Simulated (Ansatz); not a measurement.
# C₂H₈AlNSi: basis-set convergence

An exercise on one series of results from a longer session: the logs are not shown, and one member is left open.

Program: Ansatz 0.2.0, Gaussian basis. Level of theory: one geometry, several basis sets. These are calculated values, not measurements.

Levels to be run: PBE0-D4/def2-SVP; ωB97M-V/def2-SVP; PBE0-D4/def2-QZVPP; ωB97M-V/def2-QZVPP; the functionals' def2-TZVPP values are taken from earlier runs.

### The geometry

An earlier PBE0-D4 in a triple-zeta def2 set relaxation fixed the geometry.

SMILES `C=N[CH]([AlH2])[SiH3]`, 13 atoms, charge 0, spin multiplicity 1.

Atoms are counted from 1 here; the program's logs count them from 0.

Bond lengths: C1–N2 1.262 Å, C1–H6 1.088 Å, C1–H7 1.099 Å, N2–C3 1.430 Å, C3–Al4 1.976 Å, C3–Si5 1.885 Å, C3–H8 1.108 Å, Al4–H9 1.587 Å, Al4–H10 1.581 Å, Si5–H11 1.492 Å, Si5–H12 1.488 Å, Si5–H13 1.486 Å. Angles: N2–C1–H6 119.2°, N2–C1–H7 123.0°, H6–C1–H7 117.8°, C1–N2–C3 120.3°, N2–C3–Al4 110.1°, N2–C3–Si5 108.6°, N2–C3–H8 114.4°, Al4–C3–Si5 105.3°, Al4–C3–H8 109.8°, Si5–C3–H8 108.3°, C3–Al4–H9 117.2°, C3–Al4–H10 120.7°, H9–Al4–H10 122.1°, C3–Si5–H11 109.9°, C3–Si5–H12 108.9°, C3–Si5–H13 111.7°, H11–Si5–H12 108.0°, H11–Si5–H13 108.6° and more.

The first run:

Contents of in.yaml:

```yaml
crystal:
  periodic: [false, false, false]
  atoms:
    - {symbol: C, position_ang: [-1.991609, 0.676231, 0.982139]}
    - {symbol: N, position_ang: [-0.775153, 0.341675, 0.966361]}
    - {symbol: C, position_ang: [-0.160674, -0.085650, -0.252289]}
    - {symbol: Al, position_ang: [0.495539, -1.939884, -0.066688]}
    - {symbol: Si, position_ang: [1.380539, 0.959262, -0.547551]}
    - {symbol: H, position_ang: [-2.442936, 0.994549, 1.919616]}
    - {symbol: H, position_ang: [-2.628294, 0.662085, 0.086510]}
    - {symbol: H, position_ang: [-0.810461, -0.006175, -1.145757]}
    - {symbol: H, position_ang: [1.152124, -2.608964, -1.347777]}
    - {symbol: H, position_ang: [0.367957, -2.706030, 1.310445]}
    - {symbol: H, position_ang: [2.445354, 0.579682, 0.425844]}
    - {symbol: H, position_ang: [1.891376, 0.688379, -1.918471]}
    - {symbol: H, position_ang: [1.096938, 2.410339, -0.397679]}
basis:
  gaussian: {orbitals: def2-SVP}
hamiltonian: {xc: pbe0, dispersion: d4}
output: {orbitals: {seedname: orbitals}}
```

Run with:

```sh
$ ansatz run in.yaml --threads 4 --pin off --events-out ev --progress --plain --max-ram 10444MiB
```

Among the steps run: PBE0-D4 in def2-SVP; ωB97M-V in def2-SVP; PBE0-D4 in def2-QZVPP; ωB97M-V in def2-QZVPP.

One table of the session follows, with a row left open; its other results are not shown here.

It belongs to the step «Functionals by basis». 

| functional | basis | HOMO (eV) | LUMO (eV) |
| --- | --- | --- | --- |
| PBE0-D4 | def2-SVP | ? | ? |
| PBE0-D4 | def2-TZVPP | -7.28 | -1.59 |
| PBE0-D4 | def2-QZVPP | -7.29 | -1.62 |
| ωB97M-V | def2-SVP | -9.37 | 0.14 |
| ωB97M-V | def2-TZVPP | -9.41 | 0.03 |
| ωB97M-V | def2-QZVPP | -9.41 | -0.12 |

**Question.** Estimate the row for PBE0-D4, def2-SVP.

**Answer.** HOMO (eV): -7.23; LUMO (eV): -1.57. In the column «HOMO (eV)» it is the highest.
